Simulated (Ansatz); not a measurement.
Run this with Ansatz 0.2.0 through its Python package and show what comes out.

`energy_c2h10si2.py`
```python
'''Electronic structure of the C2H10Si2 molecule.'''

from pathlib import Path

import ansatz as az
import numpy as np
import pandas as pd

mol = (
    az.Crystal.molecule()
    .atom('C', [-1.5578, 0.6757, 1.0531])
    .atom('Si', [-0.2854, -0.6204, 0.9474])
    .atom('C', [1.2616, -0.1273, 0.0391])
    .atom('Si', [0.8386, 0.0097, -1.7382])
    .atom('H', [-2.3995, 0.3661, 1.6752])
    .atom('H', [-1.1736, 1.6116, 1.5159])
    .atom('H', [-1.9757, 0.9726, 0.0502])
    .atom('H', [-0.8703, -1.9036, 0.3069])
    .atom('H', [0.1137, -1.0085, 2.2711])
    .atom('H', [2.0307, -0.8931, 0.1825])
    .atom('H', [1.672, 0.7733, 0.445])
    .atom('H', [2.0505, 0.4408, -2.496])
    .atom('H', [-0.192, 0.9965, -1.9493])
    .atom('H', [0.4135, -1.2795, -2.2954])
)

job = mol.calculation()
job = job.basis(gaussian='def2-SVP').functional(az.LibraryFunctional('B97'))
job = job.forces()
job = job.orbitals()
print(job.to_yaml())
out = job.run(runs_dir='out')
report = out.report

print('reference energy %16.6f eV' % report['reference_energy_ev'])
print('total energy     %16.6f eV' % report['free_energy_ev'])
print('occupied (up, down):', report['n_occupied'], ' virtual:', report['n_virtual'], ' frozen:', report['n_frozen'])

field = report['mean_field']
print('<S^2> =', round(abs(field['state']['spin_squared']), 4), ' relativity:', field['relativity'])
print('passes:', field['passes'])
if 'symmetry' in field:
    print('occupied orbitals by irrep:', field['symmetry']['occupied'])

symbols = [site.symbol for site in mol.cartesian_sites]
print('forces (eV/A)')
for symbol, f in zip(symbols, report['forces_ev_ang']):
    print(f'  {symbol:2s} {f[0]:9.4f} {f[1]:9.4f} {f[2]:9.4f}')

charges = report['charge_distribution']
table = pd.DataFrame({'atom': symbols, 'mulliken': charges['mulliken_charges_e'], 'lowdin': charges['lowdin_charges_e']})
print(table.round(3).to_string())
print('dipole (e A):', np.round(charges['dipole_moment_e_ang'], 4) + 0.0)

lines = Path(report['orbitals_path']).read_text().splitlines()
field_of = lambda key: [line.split('=')[1].strip() for line in lines if line.startswith(key)]
orbitals = [(27.211386 * float(e), s, float(n)) for e, s, n in zip(field_of('Ene='), field_of('Spin='), field_of('Occup='))]
homo = max(e for e, _, n in orbitals if n > 0.5)
lumo = min(e for e, _, n in orbitals if n < 0.5)
print(f'HOMO {homo:.3f} eV, LUMO {lumo:.3f} eV, gap {lumo - homo:.3f} eV')
```

`python energy_c2h10si2.py` gives:
```text
crystal:
  periodic: [false, false, false]
  atoms:
    - { symbol: C, position_ang: [-1.5578, 0.6757, 1.0531] }
    - { symbol: Si, position_ang: [-0.2854, -0.6204, 0.9474] }
    - { symbol: C, position_ang: [1.2616, -0.1273, 0.0391] }
    - { symbol: Si, position_ang: [0.8386, 0.0097, -1.7382] }
    - { symbol: H, position_ang: [-2.3995, 0.3661, 1.6752] }
    - { symbol: H, position_ang: [-1.1736, 1.6116, 1.5159] }
    - { symbol: H, position_ang: [-1.9757, 0.9726, 0.0502] }
    - { symbol: H, position_ang: [-0.8703, -1.9036, 0.3069] }
    - { symbol: H, position_ang: [0.1137, -1.0085, 2.2711] }
    - { symbol: H, position_ang: [2.0307, -0.8931, 0.1825] }
    - { symbol: H, position_ang: [1.672, 0.7733, 0.445] }
    - { symbol: H, position_ang: [2.0505, 0.4408, -2.496] }
    - { symbol: H, position_ang: [-0.192, 0.9965, -1.9493] }
    - { symbol: H, position_ang: [0.4135, -1.2795, -2.2954] }
basis:
  gaussian:
    orbitals: def2-SVP
hamiltonian:
  xc:
    name: B97
output:
  orbitals: {}
  forces: true

reference energy    -17983.173321 eV
total energy        -17983.173321 eV
occupied (up, down): [25, 25]  virtual: [89, 89]  frozen: 0
<S^2> = 0.0  relativity: none
passes: {'evaluations': 14, 'products': 11}
occupied orbitals by irrep: [{'A': 25}, {'A': 25}]
forces (eV/A)
  C    -0.9092    1.7118   -0.7133
  Si    0.0382   -1.6836   -0.3939
  C    -0.3684   -0.8578    0.0526
  Si    1.3175    0.0615   -0.9402
  H    -0.3237   -0.2476    0.1843
  H     0.0481   -0.2283   -0.1137
  H     0.2454   -0.2346    0.6089
  H     0.2661    0.7002    0.2014
  H     0.2234   -0.3357    1.2614
  H     0.1388   -0.3584    0.0034
  H     0.3401    1.1743    0.3706
  H     0.0190    0.0665   -0.2121
  H    -0.8080    0.6752   -0.1819
  H    -0.2271   -0.4433   -0.1276
   atom  mulliken  lowdin
0     C    -0.291  -0.115
1    Si     0.428   0.313
2     C    -0.450  -0.227
3    Si     0.379   0.324
4     H     0.065   0.017
5     H     0.061   0.023
6     H     0.068   0.025
7     H    -0.086  -0.080
8     H    -0.091  -0.089
9     H     0.087   0.033
10    H     0.076   0.020
11    H    -0.086  -0.087
12    H    -0.087  -0.082
13    H    -0.072  -0.075
dipole (e A): [-0.0079  0.1666  0.1332]
HOMO -7.968 eV, LUMO 0.849 eV, gap 8.817 eV
```

Caveats:
- Total energies depend on the basis set; only differences at equal settings carry meaning.
- The geometry is a force-field or estimated start, not a minimum of this method, and the basis set is short of its limit.
- The Löwdin charges here are taken after orthogonalising the functions within each atom; they differ from plain Löwdin charges, and their signs can be unphysical.
- Levels such as HOMO and LUMO are orbital energies: with these approximate functionals they aren't the ionisation energy and electron affinity, and their gap isn't the fundamental gap.
- Hardware and time: 19 s on 1 thread of AMD EPYC 7R43 64-Core Processor (Zen 3) (shared host), peak memory 0.39 GiB.

(Lines on the test bed's own set-up are left out of the output.)
